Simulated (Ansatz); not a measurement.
Crystal: NbCu.

```
CELL_PARAMETERS angstrom
0.00000 2.56221 2.56221
2.56221 0.00000 2.56221
2.56221 2.56221 0.00000
ATOMIC_POSITIONS crystal
Nb 0.00000 0.00000 0.00000
Cu 0.50000 0.50000 0.50000
```

The cell was built by a generator and needn't be a form met in nature.

```yaml
Program: Ansatz 0.2.0
Task: single point
Functional: PBE
Potentials_or_basis: all-electron LAPW, scalar-relativistic
Cutoff: 284 eV (chosen from the basis error)
Basis_error_allowed: 0.001 eV/atom
k_mesh: 9 × 9 × 9
Occupations: fermi-dirac, width 0.05 eV
Spin: no spin polarisation
```

On this cell: pressure 0.0 GPa; largest force zero by symmetry; band gap on the k mesh none (metal or under the smearing width).

The same run follows on a disturbed copy (atoms moved at random, drawn with an rms of 0.05 Å):

```xyz
2
Lattice="0.0000 2.5622 2.5622 2.5622 0.0000 2.5622 2.5622 2.5622 0.0000" Properties=species:S:1:pos:R:3 pbc="T T T"
Nb   -0.0039   -0.0012   -0.0248
Cu    2.5391    2.5537    2.5165
```

Q: What changes?

A: The energy (extrapolated to zero smearing) moves by +1.1 meV/atom; pressure 0.0 GPa; largest force 0.155 eV/Å; band gap on the k mesh none (metal or under the smearing width).

Forces on the atoms (eV/Å):
```
Nb  -0.102 -0.039 -0.110
Cu   0.102  0.039  0.110
```
